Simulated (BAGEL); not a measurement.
**HF/pcseg-1 (density fitting with svp-jkfit) run of GeH4O (SMILES [OH][GeH3])**

Wanted: a geometry optimisation of GeH4O. 

The calculation is run with BAGEL 1.2.2.

### Step 1. The molecule

GeH4O has 6 atoms, charge 0, and is taken as a singlet. As SMILES, `[OH][GeH3]`. The shape comes from a force field and isn't a relaxed structure. The run starts from this shape.

Bond lengths: O1–Ge2 1.850 Å, O1–H3 0.928 Å, Ge2–H4 1.483 Å, Ge2–H5 1.562 Å, Ge2–H6 1.561 Å. Angles: O1–Ge2–H4 110.2°, O1–Ge2–H5 108.4°, O1–Ge2–H6 110.1°, Ge2–O1–H3 101.0°, H4–Ge2–H5 107.7°, H4–Ge2–H6 110.9°, H5–Ge2–H6 109.4°.

### Step 2. A geometry optimisation at HF/pcseg-1 (density fitting with svp-jkfit)

The input, calc.json:

```json
{ "bagel" : [

{
  "title" : "molecule",
  "basis" : "pcseg-1.json",
  "df_basis" : "svp-jkfit",
  "geometry" : [
    { "atom" : "O", "xyz" : [  0.95072121, -2.48858033,  0.85340032 ] },
    { "atom" : "Ge", "xyz" : [ -0.54310729,  0.42121995, -0.38304749 ] },
    { "atom" : "H", "xyz" : [  2.34666190, -1.82188496,  1.68015550 ] },
    { "atom" : "H", "xyz" : [ -2.86576967, -0.21731850, -1.81602681 ] },
    { "atom" : "H", "xyz" : [  1.33924890,  1.71454851, -2.25444327 ] },
    { "atom" : "H", "xyz" : [ -1.14819759,  2.27126183,  1.83284537 ] }
  ]
},
{
  "title" : "optimize",
  "maxiter" : 40,
  "method" : [
    {
      "title" : "hf"
    }
  ]
}

]}
```

The basis set pcseg-1 is read from a file made from the Basis Set Exchange's data (not shown).

Command:

```console
$ BAGEL_NUM_THREADS=1 BAGEL calc.json > calc.out
```

What values should one expect? Wanted: total energy at the end.

Computed results:

Level: HF/pcseg-1 (density fitting with svp-jkfit).

```
               quantity           value
total energy at the end  -2152.26364 Eh
```

In words: At the final geometry: Bond lengths: O1–Ge2 1.795 Å, O1–H3 0.946 Å, Ge2–H4 1.521 Å, Ge2–H5 1.529 Å, Ge2–H6 1.530 Å. Angles: O1–Ge2–H4 104.8°, O1–Ge2–H5 109.5°, O1–Ge2–H6 109.4°, Ge2–O1–H3 116.3°, H4–Ge2–H5 111.5°, H4–Ge2–H6 111.6°, H5–Ge2–H6 109.8°. The optimisation took 9 steps and changed the energy by -0.188 eV.
